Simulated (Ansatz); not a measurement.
# Ti2Zn: squeezing one contact

An exercise on one series of results from a longer session: the logs are not shown, and one member is left open.

Program: Ansatz 0.2.0. Level of theory: DFT, LDA, PAW with Ansatz's default frozen-core files, scalar-relativistic. These are calculated values, not measurements.

5 further runs of the same task are left out: 5 that didn't finish.

### The starting structure

It takes space group I4/mmm (No. 139, tetragonal). Conventional cell: a = 3.021 Å, b = 3.021 Å, c = 10.584 Å, α = 90.00°, β = 90.00°, γ = 90.00°. Ti (site symmetry 4mm) has 4 Zn at 2.75 Å and 8 Ti at 2.81 to 3.02 Å as nearest neighbours. Zn (site symmetry 4/mmm) has 8 Ti at 2.75 Å and 4 Zn at 3.02 Å as nearest neighbours.

Structure file:

```xyz
3
Lattice="-1.5105 1.5105 5.2922 1.5105 -1.5105 5.2922 1.5105 1.5105 -5.2922" Properties=species:S:1:pos:R:3 pbc="T T T"
Ti    0.0000    0.0000    7.0253
Ti    0.0000    0.0000    3.5591
Zn    0.0000    0.0000    0.0000
```

Atoms are numbered in the order of the input: Ti1, Ti2, Zn3.

The first run:

input.yaml

```yaml
crystal:
  lattice:
    - [-1.51051266, 1.51051266, 5.292171]
    - [1.51051266, -1.51051266, 5.292171]
    - [1.51051266, 1.51051266, -5.292171]
  atoms:
    - { symbol: Ti, position: [0.66373998, 0.66373998, 0.0] }
    - { symbol: Ti, position: [0.33626002, 0.33626002, 0.0] }
    - { symbol: Zn, position: [0.0, 0.0, 0.0] }
kpoints:
  mp_grid: { grid: [14, 14, 14] }
scf:
  occupations: { method: fermi_dirac, width: 0.05 }
hamiltonian:
  xc: lda
  pseudopotentials: { kind: paw }
output:
  forces: true
  stress: true
  eigenvalues: true
  efg: { contact_densities: true }
  populations: true
```

Run with:

```sh
ansatz run input.yaml --threads 1 --pin off --max-ram 3072MiB --backend cpu --events-out ev --progress --plain --runs-dir out
```

Among the steps run: Shortest bond scaled by 1, PAW; Shortest bond scaled by 1.1, PAW; Shortest bond scaled by 0.88, PAW; Shortest bond scaled by 0.82, PAW; Shortest bond scaled by 0.7, PAW; Shortest bond scaled by 0.7, PAW (cutoff 800 eV).

One of the session's tables, all rows but one given; the rest of the session is left out.

| method | length (Å) | F from the given length (eV/cell) | force along the bond (eV/Å) | largest force (eV/Å) |
| --- | --- | --- | --- | --- |
| PAW | 1.926 | 2.610 | 9.597 | 9.681 |
| PAW | 2.256 | 0.669 | 3.234 | 3.347 |
| PAW | 2.421 | 0.266 | 1.760 | 1.876 |
| PAW | 2.751 | ? | ? | ? |
| PAW | 3.026 | 0.133 | -0.949 | 1.036 |
| PAW (cutoff 800 eV) | 1.926 | – | 9.592 | 9.676 |

Q: Estimate the row for PAW, 2.751 from the others.

**Answer.** F from the given length (eV/cell): 0.000; force along the bond (eV/Å): 0.020; largest force (eV/Å): 0.064.
